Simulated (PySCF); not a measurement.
**[La(HCN)]3+: other functionals and bases at one geometry**

Aim: see how levels, charges and forces of [La(HCN)]3+ depend on the level of theory. It is a constructed species; whether it can be made isn't addressed.

Method: several levels, as the steps say, no spin–orbit coupling; program: PySCF 2.14.0.

3 further runs of the same task are left out: 2 for a known fault of the program, 1 that didn't finish.

**1. The starting structure**

4 atoms, charge 3, spin multiplicity 1.

Bond lengths: La1–N2 2.368 Å, N2–C3 1.164 Å, C3–H4 1.112 Å. Angles: La1–N2–C3 180.0°, N2–C3–H4 180.0°.

Coordinates:

```
La    0.0000    0.0000   -0.3478
N     0.0000    0.0000    2.0204
C     0.0000    0.0000    3.1846
H     0.0000    0.0000    4.2969
```

Formal oxidation states: La +3. The 4f shell is empty and lies in the core potential. An earlier session relaxed this geometry at PBE0, La lcecp-1-SVP with ECP46, N def2-SVP, C def2-SVP, H def2-SVP (singlet, point group C∞v).

At PBE0 on the finer grid: E = -123.573736 Eh, HOMO -26.25 eV, LUMO -19.15 eV, Mulliken charge on La1 +2.58 e, largest force component 0.001 eV/Å. The large-core potential holds the 4f shell empty.

Levels to run: r2SCAN; revPBE; TPSS; B3LYP; PBE0, TZVP; PBE0, x2c-SVP. Hardware: 2 threads of AMD EPYC 9B45 (Zen 5), shared host.

**2. r2SCAN**

File run.py (the lines that set the calculation):

```python
mol = gto.M(atom='''
La     0.00000     0.00000    -0.34781
N      0.00000     0.00000     2.02040
C      0.00000     0.00000     3.18463
H      0.00000     0.00000     4.29689''',
    basis={'La': 'lcecp-1-SVP', 'N': 'def2-SVP', 'C': 'def2-SVP', 'H': 'def2-SVP'},
    ecp={'La': 'lcecp-1-SVP'},
    charge=3, spin=0)
mf = dft.RKS(mol, xc='R2SCAN')
mf.grids.atom_grid = (75, 302)  # f atoms: unpruned, at least (60, 302)
mf = mf.density_fit()  # fitting sets: La AutoAux, N def2-universal-JKFIT, C def2-universal-JKFIT, H def2-universal-JKFIT
mf.conv_tol = 1e-08; mf.max_cycle = 55
mf.kernel(dm0)  # dm0: the density of the relaxed state
```

The run is started by

```console
$ OMP_NUM_THREADS=2 python run.py
```

**3. revPBE**

run.py (the lines that set the calculation), as its differences from that of step 2:

```diff
@@ -8,3 +8,3 @@
     charge=3, spin=0)
-mf = dft.RKS(mol, xc='R2SCAN')
+mf = dft.RKS(mol, xc='PBE_R,PBE')
 mf.grids.atom_grid = (75, 302)  # f atoms: unpruned, at least (60, 302)
```

**4. TPSS**

run.py (the lines that set the calculation), as its differences from that of step 3:

```diff
@@ -8,3 +8,3 @@
     charge=3, spin=0)
-mf = dft.RKS(mol, xc='PBE_R,PBE')
+mf = dft.RKS(mol, xc='TPSS')
 mf.grids.atom_grid = (75, 302)  # f atoms: unpruned, at least (60, 302)
```

**5. B3LYP**

run.py (the lines that set the calculation), as its differences from that of step 4:

```diff
@@ -8,3 +8,3 @@
     charge=3, spin=0)
-mf = dft.RKS(mol, xc='TPSS')
+mf = dft.RKS(mol, xc='B3LYP')
 mf.grids.atom_grid = (75, 302)  # f atoms: unpruned, at least (60, 302)
```

**6. PBE0, TZVP**

Basis: La lcecp-1-TZVP with ECP46, N def2-TZVP, C def2-TZVP, H def2-TZVP. 

File run.py (the lines that set the calculation):

```python
mol = gto.M(atom='''
La     0.00000     0.00000    -0.34781
N      0.00000     0.00000     2.02040
C      0.00000     0.00000     3.18463
H      0.00000     0.00000     4.29689''',
    basis={'La': 'lcecp-1-TZVP', 'N': 'def2-TZVP', 'C': 'def2-TZVP', 'H': 'def2-TZVP'},
    ecp={'La': 'lcecp-1-TZVP'},
    charge=3, spin=0)
mf = dft.RKS(mol, xc='PBE0')
mf.grids.atom_grid = (75, 302)  # f atoms: unpruned, at least (60, 302)
mf = mf.density_fit()  # fitting sets: La AutoAux, N def2-universal-JKFIT, C def2-universal-JKFIT, H def2-universal-JKFIT
mf.conv_tol = 1e-08; mf.max_cycle = 55
mf.kernel(dm0)  # dm0: free metal ions and neutral atoms
```

**7. PBE0, x2c-SVP**

Basis: La x2c-SVPall, N x2c-SVPall, C x2c-SVPall, H x2c-SVPall. All electrons are treated, with the spin-free X2C Hamiltonian.

File run.py (the lines that set the calculation):

```python
mol = gto.M(atom='''
La     0.00000     0.00000    -0.34781
N      0.00000     0.00000     2.02040
C      0.00000     0.00000     3.18463
H      0.00000     0.00000     4.29689''',
    basis={'La': 'x2c-SVPall', 'N': 'x2c-SVPall', 'C': 'x2c-SVPall', 'H': 'x2c-SVPall'},
    nucmod='G',
    charge=3, spin=0)
mf = dft.RKS(mol, xc='PBE0')
mf.grids.atom_grid = (99, 590)  # f atoms: unpruned, at least (60, 302)
mf = mf.density_fit()  # fitting sets: La AutoAux, N AutoAux, C AutoAux, H AutoAux
mf = mf.sfx2c1e()
mf.conv_tol = 1e-08; mf.max_cycle = 55
mf.kernel(dm0)  # dm0: free metal ions and neutral atoms
```

Before running it: what results should come out? Wanted: for each run, HOMO; gap; charge on La1; dipole; largest force.

The runs gave:

| level | state | HOMO (eV) | gap (eV) | charge on La1 (e) | dipole (D) | largest force (eV/Å) | basis functions | time |
| --- | --- | --- | --- | --- | --- | --- | --- | --- |
| PBE0 (relaxed here) | singlet | -26.25 | 7.10 | 2.58 | 3.43 | 0.00 | 66 | 2.3 s |
| r2SCAN | singlet | -25.16 | 5.66 | 2.58 | 3.47 | 0.50 | 66 | 1.7 s |
| revPBE | singlet | -24.93 | 4.84 | 2.53 | 3.67 | 1.61 | 66 | 1.4 s |
| TPSS | singlet | -24.94 | 5.06 | 2.55 | 3.60 | 1.11 | 66 | 1.7 s |
| B3LYP | singlet | -25.96 | 6.48 | 2.56 | 3.48 | 0.28 | 66 | 1.1 s |
| PBE0, TZVP | singlet | -26.18 | 7.06 | 2.63 | 3.50 | 0.88 | 115 | 3.3 s |
| PBE0, x2c-SVP | singlet | -26.34 | 6.96 | 2.58 | 3.56 | 0.79 | 99 | 7 s |

Times are on 2 threads of AMD EPYC 9B45 (Zen 5), shared host; the first row also made further properties. The dipole of a charged species depends on the origin, so these sizes hold for this origin alone.

In one basis the HOMO–LUMO gap runs from 4.84 eV (revPBE) to 7.10 eV (PBE0). The largest leftover force, 1.61 eV/Å with revPBE, stands at a geometry relaxed at another level. The Mulliken charge on La spans +2.53 to +2.63 e over the levels. With 4f in the core, its levels are missing from HOMO and gap. Total energies of different levels can't be compared. Spin–orbit coupling is left out throughout.
